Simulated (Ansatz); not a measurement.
A nudged elastic band was laid between two geometries of a periodic cell of 13 atoms, HOs₁₂ (host Os, host structure hcp, interstitial H).

These are results of DFT PBEsol, scalar-relativistic, plane waves, PAW (Ansatz 0.2.0), not measurements. Settings: cutoff 420 eV, k mesh 4x3x4, gaussian smearing 0.05 eV, no spin polarisation.

```json
{
 "movable images": "5",
 "climbing image": "yes",
 "spring": "2.0 to 10.0 eV/Å², energy-weighted",
 "optimiser": "quadratic models (default)",
 "start path": "IDPP",
 "force threshold": "0.05 eV/Å",
 "iteration limit": "53",
 "end points": "relaxed"
}
```

Initial state:

```xyz
13
Lattice="5.4800 0.0000 0.0000 -4.1100 7.1187 0.0000 0.0000 0.0000 4.3265" Properties=species:S:1:pos:R:3
Os -0.003 -0.100 -0.031
Os -0.005 1.576 2.255
Os -1.432 2.408 -0.019
Os -1.380 3.952 2.155
Os -2.726 4.758 -0.003
Os -2.739 6.311 2.154
Os 2.741 0.000 0.002
Os 2.736 1.585 2.152
Os 1.440 2.423 -0.029
Os 1.375 3.958 2.153
Os -0.010 4.748 -0.003
Os -0.011 6.308 2.159
H 0.019 1.561 0.533
```

Final state:

Only the atoms that move by more than 0.05 Å are listed.
```
Os1 -0.007 -0.093 0.034
Os2 -0.009 1.582 2.072
Os9 1.435 2.430 0.032
H13 0.013 1.568 -0.532
```

(1) Which bonds break or form, and what moves?

(2) What energy profile does the band end with?

(3) What is the geometry of the highest image?

The band took 5 iterations and roughly 24 core-minutes.

Results:

(1) The atom that moves furthest is H13, by 1.06 Å; four of its nearest neighbours are Os2 1.72, Os9 1.75, Os1 1.76, Os3 1.77 Å at the first end and Os2 1.72, Os1 1.76, Os9 1.76, Os3 1.77 Å at the last.

(2) The forces met the threshold. The highest image is number 3 of 0 to 6, 0.276 eV above the ends, which have the same energy within 2 meV. By the program's own check the climbing image is of a kind that is not told: the force calls were inconclusive, a negative curvature could not be distinguished from the path's own, the only one lies far off the path, or fixed occupations may fill a level only in part (lowest curvatures found: -4.35 and 5.27 eV/Å²). Limits of this set-up: coarse k mesh, odd electron count without spin, a small cell, in which the defect meets its images, a typed lattice constant that wasn't relaxed here.

| image | path coordinate (Å) | energy (eV) |
| --- | --- | --- |
| 0 | 0.00 | 0.000 |
| 1 | 0.24 | 0.126 |
| 2 | 0.39 | 0.237 |
| 3 | 0.53 | 0.276 |
| 4 | 0.67 | 0.236 |
| 5 | 0.82 | 0.125 |
| 6 | 1.06 | 0.000 |

(3) 
```xyz
13
Lattice="5.4800 0.0000 0.0000 -4.1100 7.1187 0.0000 0.0000 0.0000 4.3265" Properties=species:S:1:pos:R:3:forces:R:3
Os -0.004 -0.123 0.001 -0.01 -0.03 0.00
Os -0.009 1.578 2.164 0.01 -0.01 0.00
Os -1.448 2.424 0.001 -0.01 0.02 0.00
Os -1.383 3.954 2.164 0.02 0.00 0.00
Os -2.723 4.765 0.001 0.00 0.01 0.00
Os -2.742 6.316 2.164 0.00 0.00 0.00
Os 2.739 0.008 0.001 0.00 -0.01 0.00
Os 2.734 1.592 2.164 0.01 -0.01 0.00
Os 1.452 2.439 0.001 -0.02 0.03 0.00
Os 1.374 3.963 2.164 0.01 0.00 0.00
Os -0.014 4.747 0.001 -0.02 0.00 0.00
Os -0.013 6.311 2.164 0.01 -0.01 0.00
H 0.013 1.560 0.001 0.00 0.01 0.00
```

Time of the run: 6.5 min on 4 threads of Intel(R) Xeon(R) Platinum 8488C (Sapphire Rapids), on a shared host, peak memory 2.4 GiB.
